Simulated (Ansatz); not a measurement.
# BiTe (R-3m) in Ansatz: notebook

Aim: see how the results for BiTe move with the level of theory and the settings. Levels: PBE, RPBE, RPBE+D4, revPBE+D3(BJ). Tasks: single point, relaxation of cell and atoms.

Program: Ansatz 0.2.0. These are calculated values, not measurements. Logs are shortened: lines on timing, memory, paths and dates and some standing lists are left out, and cuts for length are marked.

## 1. Starting point

It takes space group R-3m (No. 166, trigonal). The conventional cell has a = 4.845 Å, b = 4.845 Å, c = 9.952 Å, α = 90.00°, β = 90.00°, γ = 120.00°. Bi (site symmetry -3m) is surrounded by 6 Te at 3.25 Å. Te (site symmetry -3m) is surrounded by 6 Bi at 3.25 Å.

The cell comes from a database or a generator and needn't be the stable form of this composition.

## 2. Single point, PBE

Input file input.yaml:

```yaml
crystal:
  lattice:
    - [2.4227077728, 1.3987509848, 3.3172919545]
    - [-2.4227077728, 1.3987509848, 3.3172919545]
    - [0.0, -2.7975019696, 3.3172919545]
  atoms:
    - { symbol: Bi, position: [0.5, 0.5, 0.5] }
    - { symbol: Te, position: [0.0, 0.0, 0.0] }
hamiltonian:
  xc: pbe
  pseudopotentials: { kind: paw }
kpoints:
  mp_grid: { grid: [7, 7, 7] }
scf:
  occupations: { method: gaussian, width: 0.029 }
output:
  forces: true
  stress: true
  eigenvalues: true
  write_density: true
  write_potential: true
  elf: true
  volumetric_format: npy
```

Potentials or basis: Ansatz PAW.

Command:

```bash
$ ansatz run input.yaml --threads 2 --pin off --max-ram 5632MiB --backend cpu --events-out ev --progress --plain --runs-dir out
```

Output:

```text
Warning: RAYON_NUM_THREADS=2 ignored (pool sized by the plan → 2); use --threads N
Engine: ansatz 0.2.0, x86_64-unknown-linux-gnu
Pseudopotentials: kind: paw
Pseudopotential: Bi, paw, valence charge 15, recommended cutoff 420 eV (normal), Bi.paw.azcp
Pseudopotential: Te, paw, valence charge 16, recommended cutoff 420 eV (normal), Te.paw.azcp
Functional definition: PBE
  parameter kappa = 0.804
  parameter beta = 0.06672455060314922
  exchange = pbe_x(kappa = kappa, mu = beta*pi^2/3)
  correlation = pbe_c(beta = beta)
Crystal: 2 atoms, lattice volume = 67.449 Å³
Basis set: ecut = 420 eV, 1307 PW (Γ), exchange–correlation on 60×60×60 points (8 copies of the dense FFT grid, shifted against one another)
Bands: 20, of which v1, the nominal top of the filled ones, is band 16 counted from 1 (15 counted from 0)
Symmetry: 12 space group operations
Space group: R-3m (ITA 166), of the structure as read, at distance tolerance 4.1e-5 Å
k-points: 44 of 343
Non-local potential: Bi, projectors of the file, l = 0: 2, l = 1: 2, l = 2: 2, l = 3: 2
Non-local potential: Te, projectors of the file, l = 0: 2, l = 1: 2, l = 2: 2, l = 3: 2
PAW form: soft (Blöchl's): semilocal exchange-correlation on the pseudo side does not see the compensation charge
PAW one-centre angular grid: Bi, 590 points (default); XC on 64 Gauss nodes
PAW one-centre angular grid: Te, 590 points (default); XC on 64 Gauss nodes
Initial density: superposition of atomic densities (neutral atoms: chi_scale 0, normalization atom), corrected by the library's trained network
Initial wavefunctions: pseudopotential atomic-orbital guess
Functional: x = pbe(κ = 0.804, μ = 0.2195149727645171), c = pbe(β = 0.06672455060314922)
SCF iter   1: F=—  HF=-19376.648177 eV  |F-HF|=—  |Δ(HF+E_count)|=         —  Δρ=7.79e-4  dr2=3.74e-4  ethr=1.77e-3  ⟨swp⟩=6.8  Hψ=4694  notcnv=0
preconditioner: auto → none  [insulator: Δε(μ)=0.076 eV  Ē_g=9.425 eV  σ=0.029 eV  W_gap=0.67  n_scr=14 (ndim 8)  ℏωp=15.0 eV  f_vac=0.001  D(μ)=0.55/eV (n_scr^D=0)  ε∞_Penn≈3.5]
SCF iter   2: F=—  HF=-19376.646606 eV  |F-HF|=—  |Δ(HF+E_count)|=   1.57e-3  Δρ=4.57e-4  dr2=9.92e-5  ethr=1.21e-6  ⟨swp⟩=3.0  Hψ=2224  notcnv=0  defer=3
SCF iter   3: F=—  HF=-19376.646644 eV  |F-HF|=—  |Δ(HF+E_count)|=   3.79e-5  Δρ=1.62e-4  dr2=1.06e-5  ethr=3.20e-7  ⟨swp⟩=2.0  Hψ=1322  notcnv=0  defer=3
SCF iter   4: F=—  HF=-19376.646662 eV  |F-HF|=—  |Δ(HF+E_count)|=   1.84e-5  Δρ=4.67e-5  dr2=1.20e-6  ethr=3.42e-8  ⟨swp⟩=3.0  Hψ=1570  notcnv=0  defer=3
iter 5 did not close the SCF: its close was put off for the readings that it lacked (scf_convergence_deferred on its scf_iter line)
SCF iter   5: F=-19376.646663 eV  HF=-19376.646663 eV  |F-HF|=2.01e-8  |Δ(HF+E_count)|=   3.46e-7  Δρ=7.18e-6  dr2=2.98e-8  ethr=3.87e-9  ⟨swp⟩=2.0  Hψ=1543  notcnv=0  defer=3
SCF iter   6: F=-19376.646663 eV  HF=-19376.646663 eV  |F-HF|=3.27e-10  |Δ(HF+E_count)|=   3.25e-9  Δρ=9.28e-7  dr2=2.93e-10  ethr=9.60e-11  ⟨swp⟩=9.5  Hψ=6741  notcnv=0
SCF 1 converged in 6 iterations: F = -19376.646663 eV  dr2 = 2.93e-10
SCF converged after 6 iterations
Free energy (F): -19376.646663 eV
Harris-Foulkes:  -19376.646663 eV  (|F-HF|=3.27e-10)
Internal energy: -19376.646434 eV  (E = F + TS)
E sigma→0 (E₀):  -19376.646548 eV
Entropy (-TS):   -0.000228 eV (-0.114 meV/atom)
Fermi energy:    9.905210 eV
--- Per-component energies (eV) ---
  E_band       = -362.444691
  E_kinetic    = 481.362822
  E_local      = -2740.743876  (includes V_loc(G=0)·N_el)
  E_nonlocal   = 250.030276
  E_hartree    = 1280.268230
  E_xc         = -275.447519
  E_vxc        = -248.091562  (∫ρ·V_xc dr)
  E_paw        = -15325.014837  (= ΣΔE_a)
  E_vpaw       = -665.538500  (= ΣTr[D̂ρ^β])
  E_aug_tail   = -0.000601  (compensation charges beyond the density's cutoff)
  E_ewald      = -3047.100929
  E_smearing   = -0.000228  (= −TS)
  E_closure    = 0.000000  (closes the sum)
  Σ components = -19376.646663   (vs F -19376.646663, Δ=0.00e0)
--- Forces (eV/Å), atoms counted from 1 ---
  atom   1  Bi     0.00000000     0.00000000    -0.00000000
  atom   2  Te     0.00000000     0.00000000    -0.00000000
  max |Σ_I F_I| component: 6.76e-29 eV/Å
--- Stress (GPa, compression-positive) ---
        0.253322       0.000000      -0.000000
       -0.000000       0.253322      -0.000000
       -0.000000      -0.000000       0.009606
  P = ⅓ Tr σ = 0.1721 GPa (1.721 kbar)
--- Band table (eV; the first three rows and the last of 44) ---
  k-point 0: bands = ["-27.3506", "-27.3506", "-27.3097", "-27.3097", "-27.2933", "-13.3971", "-13.3971", "-13.3762", "-13.3762", "-13.3587", "-3.6206", "1.5912", "6.9458", "6.9458", "8.2522", "11.7359", "12.3623", "12.3623", "13.9419", "13.9419"]
  k-point 1: bands = ["-27.3505", "-27.3505", "-27.3097", "-27.3095", "-27.2933", "-13.3971", "-13.3968", "-13.3772", "-13.3749", "-13.3584", "-3.4471", "1.1555", "7.0613", "7.2123", "8.1803", "11.1186", "11.6589", "11.7823", "14.2283", "14.4199"]
  k-point 2: bands = ["-27.3505", "-27.3504", "-27.3097", "-27.3091", "-27.2932", "-13.3973", "-13.3962", "-13.3795", "-13.3722", "-13.3570", "-2.9353", "0.1356", "7.4017", "7.6887", "8.2578", "9.9801", "10.4354", "10.9329", "15.0477", "15.0773"]
  k-point 43: bands = ["-27.3506", "-27.3505", "-27.3085", "-27.3084", "-27.2933", "-13.4026", "-13.4013", "-13.3643", "-13.3639", "-13.3605", "-1.3991", "-0.9686", "6.0339", "7.0193", "7.1391", "9.0961", "9.3116", "10.5546", "16.9477", "17.5416"]
```

It took 4.6 s on 2 threads of Intel Xeon at 2.50GHz (Skylake/Cascade Lake), shared host; peak memory 0.4 GiB.

What came out:

```
Free energy            : -19376.6467 eV
Pressure               : 0.2 GPa
Band gap on the k mesh : none (metal or under the smearing width)
```

Caveat: spin-orbit coupling is left out, which moves the levels of the heavy elements.

## 3. Single point, PBE

input.yaml: that of step 2 with these lines changed.

```diff
@@ -14,3 +14,3 @@
 scf:
-  occupations: { method: gaussian, width: 0.029 }
+  occupations: { method: gaussian, width: 0.03 }
 output:
```

Potentials or basis: Ansatz PAW.

Command:

```bash
$ ansatz run input.yaml --threads 2 --pin off --max-ram 5632MiB --backend cpu --events-out ev --progress --plain --runs-dir out
```

Wall time 4.3 s (2 threads of Intel Xeon at 2.50GHz (Skylake/Cascade Lake), shared host); peak memory 0.4 GiB.

Results (log left out):

```
Free energy            : -19376.6467 eV
Pressure               : 0.2 GPa
Band gap on the k mesh : none (metal or under the smearing width)
```

Stress tensor (GPa, compression positive):
```
0.25 0.00 0.00
0.00 0.25 0.00
0.00 0.00 0.01
```

Levels at points of the mesh, in eV from the Fermi level:
```tsv
k point	band 11	band 12	band 13	band 14	band 15	band 16	band 17	band 18	band 19	band 20
(0.00, 0.00, 0.00)	-13.53	-8.31	-2.96	-2.96	-1.65	1.83	2.46	2.46	4.04	4.04
```

Caveat: spin-orbit coupling is left out, which moves the levels of the heavy elements.

## 4. Relaxation of cell and atoms, RPBE

input.yaml: that of step 3 with these lines changed.

```diff
@@ -9,3 +9,3 @@
 hamiltonian:
-  xc: pbe
+  xc: rpbe
   pseudopotentials: { kind: paw }
@@ -14,3 +14,3 @@
 scf:
-  occupations: { method: gaussian, width: 0.03 }
+  occupations: { method: fermi_dirac, width: 0.05 }
 output:
@@ -23 +23,5 @@
   volumetric_format: npy
+relax:
+  f_tol: 0.01
+  max_steps: 40
+  cell: { stress_tol: 0.05 }
```

Potentials or basis: Ansatz PAW.

Command:

```bash
$ ansatz run input.yaml --threads 2 --pin off --max-ram 5632MiB --backend cpu --events-out ev --progress --plain --runs-dir out
```

Output:

```text
Warning: RAYON_NUM_THREADS=2 ignored (pool sized by the plan → 2); use --threads N
[... 4 set-up lines as earlier in the session ...]
Functional definition: RPBE
[... 2 set-up lines as earlier in the session ...]
  exchange = rpbe_x(kappa = kappa, mu = beta*pi^2/3)
[... 1 set-up line as earlier in the session ...]
Crystal: 2 atoms, lattice volume = 67.449 Å³
Basis set: ecut = 420 eV, 1307 PW (Γ), exchange–correlation on 60×60×60 points (8 copies of the dense FFT grid, shifted against one another)
Bands: 20, of which v1, the nominal top of the filled ones, is band 16 counted from 1 (15 counted from 0)
[... 2 set-up lines as earlier in the session ...]
k-points: 44 of 343
[... 3 set-up lines as earlier in the session ...]
PAW frozen core: Bi, regenerated for the run's functional, and the local potential with it (the file was generated under x = pbe(κ = 0.804, μ = 0.2195149727645171), c = pbe(β = 0.06672455060314922))
[... 89 lines left out ...]
  E_nonlocal   = 248.919147
  E_hartree    = 1302.440512
  E_xc         = -275.270202
  E_vxc        = -247.042746  (∫ρ·V_xc dr)
  E_paw        = -15349.389380  (= ΣΔE_a)
  E_vpaw       = -664.521704  (= ΣTr[D̂ρ^β])
  E_aug_tail   = -0.000576  (compensation charges beyond the density's cutoff)
  E_ewald      = -3011.339097
  E_core_change = 0.018907  (= ΣΔE_core)
  E_smearing   = -0.013010  (= −TS)
  E_closure    = 0.000000  (closes the sum)
  Σ components = -19401.062648   (vs F -19401.062648, Δ=0.00e0)
--- Forces (eV/Å), atoms counted from 1 ---
  atom   1  Bi     0.00000000     0.00000000     0.00000000
  atom   2  Te     0.00000000     0.00000000     0.00000000
  max |Σ_I F_I| component: 2.69e-28 eV/Å
--- Stress (GPa, compression-positive) ---
       -0.004631       0.000000      -0.000000
        0.000000      -0.004631       0.000000
       -0.000000       0.000000       0.004600
  P = ⅓ Tr σ = -0.0016 GPa (-0.016 kbar)
--- Band table (eV; the first three rows and the last of 44) ---
  k-point 0: bands = ["-27.7421", "-27.7421", "-27.7046", "-27.7046", "-27.6906", "-13.8426", "-13.8426", "-13.8232", "-13.8232", "-13.8116", "-3.7894", "1.1238", "6.6574", "6.6574", "7.8295", "11.2796", "11.8561", "11.8561", "13.6639", "13.6639"]
  k-point 1: bands = ["-27.7421", "-27.7421", "-27.7046", "-27.7044", "-27.6906", "-13.8424", "-13.8422", "-13.8242", "-13.8224", "-13.8112", "-3.6228", "0.7258", "6.7654", "6.8957", "7.7734", "10.6920", "11.1900", "11.2857", "13.9475", "14.0734"]
  k-point 2: bands = ["-27.7420", "-27.7420", "-27.7046", "-27.7041", "-27.6905", "-13.8424", "-13.8414", "-13.8263", "-13.8207", "-13.8099", "-3.1323", "-0.2209", "7.0839", "7.3394", "7.8450", "9.5968", "10.0209", "10.4405", "14.6988", "14.7624"]
  k-point 43: bands = ["-27.7421", "-27.7420", "-27.7037", "-27.7036", "-27.6906", "-13.8458", "-13.8447", "-13.8149", "-13.8145", "-13.8125", "-1.7019", "-1.3045", "5.7991", "6.7536", "6.8605", "8.7932", "9.0003", "10.2057", "16.4647", "17.0130"]
--- Relaxed structure (5 steps of the walk, 5 accepted, 1 SCFs on fresh bases) ---
  F+E_penalty+E_count = -19401.06264783 eV   max|allowed force component| = 1.325e-28 eV/Å   (the final SCF, on the basis selected at the relaxed cell)
  cell:  # Å, volume = 69.8066 Å³
    - [2.438786705821877, 1.4080341611023413, 3.3881171473561658]
    - [-2.438786705821877, 1.4080341611023413, 3.3881171473561658]
    - [1.1902019542167172e-17, -2.8160683222046825, 3.3881171473561658]
  atoms:
    - { symbol: Bi, position: [0.5, 0.5, 0.5] }
    - { symbol: Te, position: [1.2626877394157851e-36, 2.090759968317077e-36, 3.828118613057196e-36] }
```

rho_z.tsv:

```text
# z_ang	rho[e/angstrom^3]
# format = ansatz-planar-average/11
# lattice	2.438786706	1.408034161	3.388117147
# lattice	-2.438786706	1.408034161	3.388117147
# lattice	0.000000000	-2.816068322	3.388117147
# sites	2
# site	83	0.000000000	0.000000000	5.082175721
# site	52	-0.000000000	-0.000000000	0.000000000
0.000000	8.592126e-1
0.146854	8.098871e-1
0.293709	6.800733e-1
0.440563	5.145439e-1
0.587417	3.640763e-1
0.734272	2.622779e-1
[... 22 lines left out ...]
4.111922	6.800733e-1
4.258776	8.098871e-1
```

It took 24 s on 2 threads of Intel Xeon at 2.50GHz (Skylake/Cascade Lake), shared host; peak memory 0.43 GiB.

Results:

| Quantity | Value |
| --- | --- |
| Free energy | -19401.0626 eV |
| Relaxed volume | 34.90 Å³/atom |
| Relaxed cell | a = 4.406 Å, b = 4.406 Å, c = 4.406 Å, α = 67.22°, β = 67.22°, γ = 67.22° |
| Space group after relaxing (to 0.05 Å) | R-3m (No. 166) |
| Energy gained by relaxing | 5.0 meV/atom |
| Ionic steps | 6 |
| Pressure after relaxing | 0.0 GPa |
| Band gap on the k mesh | none (metal or under the smearing width) |

Step by step:
```tsv
step	energy change (eV)	largest force (eV/Å)	volume (Å³)
1	0.0000	0.0000	67.45
2	-0.0079	0.0000	70.44
3	-0.0095	0.0000	69.73
4	-0.0096	0.0000	69.76
5	-0.0096	0.0000	69.81
6	-0.0100	0.0000	69.81
```

Final structure:
```cif
data_structure
_symmetry_space_group_name_H-M 'P 1'
_symmetry_Int_Tables_number 1
_cell_length_a 4.4056
_cell_length_b 4.4056
_cell_length_c 4.4056
_cell_angle_alpha 67.223
_cell_angle_beta 67.223
_cell_angle_gamma 67.223
_cell_volume 69.81
loop_
_atom_site_label
_atom_site_type_symbol
_atom_site_fract_x
_atom_site_fract_y
_atom_site_fract_z
_atom_site_occupancy
Bi1 Bi 0.50000 0.50000 0.50000 1
Te1 Te 0.00000 0.00000 0.00000 1
```

Caveat: the plane-wave basis is chosen anew once the cell has moved, so the energies of steps on either side of that aren't comparable; spin-orbit coupling is left out, which moves the levels of the heavy elements; the PAW data sets come from PBE, with cores solved anew for the run's functional, which leaves a small shift of forces and pressure.

## 5. Relaxation of cell and atoms, RPBE+D4

input.yaml: that of step 4 with these lines changed.

```diff
@@ -11,2 +11,3 @@
   pseudopotentials: { kind: paw }
+  dispersion: d4
 kpoints:
```

Command:

```bash
$ ansatz run input.yaml --threads 2 --pin off --max-ram 5632MiB --backend cpu --events-out ev --progress --plain --runs-dir out
```

Run time: 23 s. Hardware: 2 threads of Intel Xeon at 2.50GHz (Skylake/Cascade Lake), shared host; peak memory 0.42 GiB.

It converged, with:

```
Free energy                            : -19402.8905 eV
Relaxed volume                         : 31.05 Å³/atom
Relaxed cell                           : a = 4.128 Å, b = 4.128 Å, c = 4.128 Å, α = 72.30°, β = 72.30°, γ = 72.30°
Space group after relaxing (to 0.05 Å) : R-3m (No. 166)
Energy gained by relaxing              : 29.1 meV/atom
Ionic steps                            : 6
Pressure after relaxing                : 0.0 GPa
Band gap on the k mesh                 : none (metal or under the smearing width)
```

The path:
```csv
step,energy change (eV),largest force (eV/Å),volume (Å³)
1,0.0000,0.0000,67.45
2,-0.0386,0.0000,61.69
3,-0.0522,0.0000,62.91
4,-0.0585,0.0000,62.61
5,-0.0591,0.0000,62.11
6,-0.0583,0.0000,62.11
```

Final structure:
```yaml
crystal:
  lattice:
    - [2.43550, 1.40614, 3.02245]
    - [-2.43550, 1.40614, 3.02245]
    - [0.00000, -2.81228, 3.02245]
  atoms:
    - { symbol: Bi, position: [0.50000, 0.50000, 0.50000] }
    - { symbol: Te, position: [0.00000, 0.00000, 0.00000] }
```

Levels at points of the mesh, in eV from the Fermi level:
```tsv
k point	band 11	band 12	band 13	band 14	band 15	band 16	band 17	band 18	band 19	band 20
(0.00, 0.00, 0.00)	-13.89	-8.06	-3.17	-3.17	-1.33	2.13	3.16	3.16	3.73	3.73
```

Caveat: the plane-wave basis is chosen anew once the cell has moved, so the energies of steps on either side of that aren't comparable; spin-orbit coupling is left out, which moves the levels of the heavy elements; pairwise dispersion overbinds metals, which lowers pressure and volume; the PAW data sets come from PBE, with cores solved anew for the run's functional, which leaves a small shift of forces and pressure.

## 6. Relaxation of cell and atoms, revPBE+D3(BJ)

input.yaml: that of step 5 with these lines changed.

```diff
@@ -9,5 +9,5 @@
 hamiltonian:
-  xc: rpbe
+  xc: revpbe
   pseudopotentials: { kind: paw }
-  dispersion: d4
+  dispersion: d3bj
 kpoints:
@@ -20,6 +20,2 @@
   eigenvalues: true
-  write_density: true
-  write_potential: true
-  elf: true
-  volumetric_format: npy
 relax:
```

Potentials or basis: Ansatz PAW.

Command:

```bash
$ ansatz run input.yaml --threads 2 --pin off --max-ram 5632MiB --backend cpu --events-out ev --progress --plain --runs-dir out
```

It took 23 s on 2 threads of Intel Xeon at 2.50GHz (Skylake/Cascade Lake), shared host; peak memory 0.42 GiB.

The run converged. Its results:

```yaml
Free_energy: -19395.7711 eV
Relaxed_volume: 31.12 Å³/atom
Relaxed_cell: a = 4.151 Å, b = 4.151 Å, c = 4.151 Å, α = 71.29°, β = 71.29°, γ = 71.29°
Space_group_after_relaxing_to_0.05_Å: R-3m (No. 166)
Energy_gained_by_relaxing: 26.4 meV/atom
Ionic_steps: 6
Pressure_after_relaxing: 0.0 GPa
Band_gap_on_the_k_mesh: none (metal or under the smearing width)
```

The path:
```csv
step,energy change (eV),largest force (eV/Å),volume (Å³)
1,0.0000,0.0000,67.45
2,-0.0377,0.0000,61.43
3,-0.0495,0.0000,63.03
4,-0.0523,0.0000,62.80
5,-0.0536,0.0000,62.24
6,-0.0528,0.0000,62.24
```

Final structure:
```
CELL_PARAMETERS angstrom
2.41903 1.39663 3.07022
-2.41903 1.39663 3.07022
0.00000 -2.79325 3.07022
ATOMIC_POSITIONS crystal
Bi 0.50000 0.50000 0.50000
Te 0.00000 0.00000 0.00000
```

Levels at points of the mesh, in eV from the Fermi level:
```csv
k point,band 11,band 12,band 13,band 14,band 15,band 16,band 17,band 18,band 19,band 20
"(0.00, 0.00, 0.00)",-13.93,-8.05,-3.18,-3.18,-1.41,2.10,3.04,3.04,3.77,3.77
```

Caveat: the plane-wave basis is chosen anew once the cell has moved, so the energies of steps on either side of that aren't comparable; spin-orbit coupling is left out, which moves the levels of the heavy elements; pairwise dispersion overbinds metals, which lowers pressure and volume; the PAW data sets come from PBE, with cores solved anew for the run's functional, which leaves a small shift of forces and pressure.

## 7. Summary

```csv
task,level,cell,smearing,gap on the mesh (eV),pressure (GPa),relaxed volume (Å³/atom)
single point,PBE,as given,gaussian 0.029 eV,none,0.2,-
single point,PBE,as given,gaussian 0.03 eV,none,0.2,-
relaxation of cell and atoms,RPBE,relaxed,fermi-dirac 0.05 eV,none,0.0,34.90
relaxation of cell and atoms,RPBE+D4,relaxed,fermi-dirac 0.05 eV,none,0.0,31.05
relaxation of cell and atoms,revPBE+D3(BJ),relaxed,fermi-dirac 0.05 eV,none,0.0,31.12
```

Alike in all rows: potentials or basis Ansatz PAW; no spin polarisation; k mesh 7 × 7 × 7; cutoff (eV) 420.

Caveats: spin-orbit coupling is left out, which moves the levels of the heavy elements; the plane-wave basis is chosen anew once the cell has moved, so the energies of steps on either side of that aren't comparable (some runs); the PAW data sets come from PBE, with cores solved anew for the run's functional, which leaves a small shift of forces and pressure (some runs); pairwise dispersion overbinds metals, which lowers pressure and volume (some runs).

Absolute energies hang on the potentials; compare differences alone.
